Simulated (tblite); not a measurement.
# C4H8AsBO: the cost of one run

Computed with tblite 0.8.0 and PySCF 2.14.0, with density-fitted response routines of our own, on a single molecule in the gas phase. Atoms count from 0, in the outputs and in this text.

## 1. Starting geometry

15 atoms, charge 0, multiplicity 1; geometry from: force field or distance geometry start.

Bonds of the start (Å): C0–C1 1.22, C1–B2 1.52, B2–O3 1.46, B2–As4 2.05, As4–C5 1.97, C5–C6 1.52, C0–H7 1.06, O3–H8 1.00, As4–H9 1.57, C5–H10 1.11, C5–H11 1.11, C6–H12 1.10, C6–H13 1.11, C6–H14 1.12.

## 2. Optimising the geometry with GFN2-xTB

What the job is given:

```
{"job": {"kind": "relax", "xc": "GFN2-xTB", "basis": "xTB"}, "charge": 0, "multiplicity": 1}
C      3.377700     0.516700     0.834300
C      2.530400     0.224700     0.008400
B      1.481200    -0.164100    -1.016600
O      1.705500    -1.269400    -1.939700
As    -0.276400     0.889000    -1.111700
C     -1.008500     0.035900     0.503600
C     -2.468000     0.408000     0.673400
H      4.107200     0.787200     1.557100
H      1.342300    -2.069400    -1.458700
H     -0.949200    -0.157200    -2.064400
H     -0.431100     0.383900     1.388000
H     -0.910900    -1.070400     0.426800
H     -3.059800     0.053500    -0.187600
H     -2.865500    -0.075200     1.592200
H     -2.579400     1.514900     0.772900
```

Launch:

```
OMP_NUM_THREADS=1 python probes_run.py task.json out
```

One launch serves the whole session: the jobs run in the order shown.

Q: Estimate the wall time and peak memory of this first job on 1 thread of Arm Neoverse N1, shared host.

About 1.3 s, with a peak of 0.18 GiB.
